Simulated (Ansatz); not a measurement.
**Cl₂FGeI: vertical ionisation energy**

One table from this session's results is given with a row withheld; the runs are named, their logs left out.

Program: Ansatz 0.2.0, Gaussian basis. Level of theory: unrestricted cation, the program's frozen cores in correlated methods. These are calculated values, not measurements.

Levels to be run: UKS PBE-D4/def2-TZVPP; UKS r2SCAN-D4/def2-TZVPP; UKS PBE0-D4/def2-TZVPP; UKS B3LYP-D4/def2-TZVPP; UKS wB97X-V/def2-TZVPP; UKS wB97M-V/def2-TZVPP; UKS B2PLYP/def2-TZVPP; UHF-CCSD(T)/def2-TZVPP; UHF-MP2/def2-QZVPP; extrapolation to the limit; then −ε(HOMO) from the neutral's earlier runs with LDA (SPW92), PBE-D4, revPBE-D4, BLYP-D4, r2SCAN-D4, B97M-V, PBE0-D4, B3LYP-D4, r2SCANh-D4, r2SCAN0-D4, HSE06-D4, BHLYP-D4, CAM-B3LYP-D4, LC-ωPBE, ωB97X-V, ωB97M-V.

## Structure used throughout

The geometry comes from an earlier relaxation with PBE0-D4 in a triple-zeta def2 set; it is a stationary point. I takes the def2 core potential; no spin-orbit term is included.

5 atoms, charge 0, spin multiplicity 1.

Atoms are counted from 1 here; the program's logs count them from 0.

Bond lengths: F1–Ge2 1.717 Å, Ge2–Cl3 2.116 Å, Ge2–Cl4 2.116 Å, Ge2–I5 2.466 Å. Angles: F1–Ge2–Cl3 106.6°, F1–Ge2–Cl4 106.6°, F1–Ge2–I5 108.6°, Cl3–Ge2–Cl4 109.9°, Cl3–Ge2–I5 112.4°, Cl4–Ge2–I5 112.4°.

Set-up of the first run:

File in.yaml:

```yaml
crystal:
  periodic: [false, false, false]
  atoms:
    - {symbol: F, position_ang: [-0.395740, -0.050008, 1.716875]}
    - {symbol: Ge, position_ang: [-0.006633, -0.060081, 0.044763]}
    - {symbol: Cl, position_ang: [1.716243, -1.269672, -0.167055]}
    - {symbol: Cl, position_ang: [-1.643804, -0.957139, -0.950848]}
    - {symbol: I, position_ang: [0.379733, 2.263200, -0.685136]}
basis:
  gaussian: {orbitals: def2-TZVPP}
total_charge: 1
magnetization: {spin_polarized: true, initial_magnetization: 1}
hamiltonian: {xc: pbe, dispersion: d4}
```

Run with:

```
> ansatz run in.yaml --threads 2 --pin off --events-out ev --progress --plain --max-ram 22528MiB --backend cpu
```

Among the steps run: Cation, UKS PBE-D4/def2-TZVPP; Cation, UKS r2SCAN-D4/def2-TZVPP; Cation, UKS PBE0-D4/def2-TZVPP; Cation, UKS B3LYP-D4/def2-TZVPP; Cation, UKS wB97X-V/def2-TZVPP; Cation, UKS wB97M-V/def2-TZVPP; Cation, UKS B2PLYP (frozen core)/def2-TZVPP; Cation, UHF-CCSD(T)/def2-TZVPP; Cation, UHF-MP2/def2-QZVPP.

One table of the session follows, with a row left open; its other results are not shown here.

For comparison, −ε(HOMO) of the neutral from earlier runs:

| functional | −ε(HOMO) (eV) |
| --- | --- |
| LDA (SPW92) | 7.52 |
| PBE-D4 | 7.34 |
| revPBE-D4 | 7.28 |
| BLYP-D4 | 7.15 |
| r2SCAN-D4 | 7.68 |
| B97M-V | 7.67 |
| PBE0-D4 | 8.55 |
| B3LYP-D4 | 8.28 |
| r2SCANh-D4 | 8.12 |
| r2SCAN0-D4 | 8.77 |
| HSE06-D4 | 8.16 |
| BHLYP-D4 | 9.56 |
| CAM-B3LYP-D4 | 9.81 |
| LC-ωPBE | ? |
| ωB97X-V | 10.83 |
| ωB97M-V | 10.69 |

**Question.** Estimate the row for LC-ωPBE.

As computed: −ε(HOMO) (eV): 11.19. In the column «−ε(HOMO) (eV)» it is the highest.

Caveats from the session: The cation may have settled in a state other than its lowest; no search over hole states beyond the program's own was made.
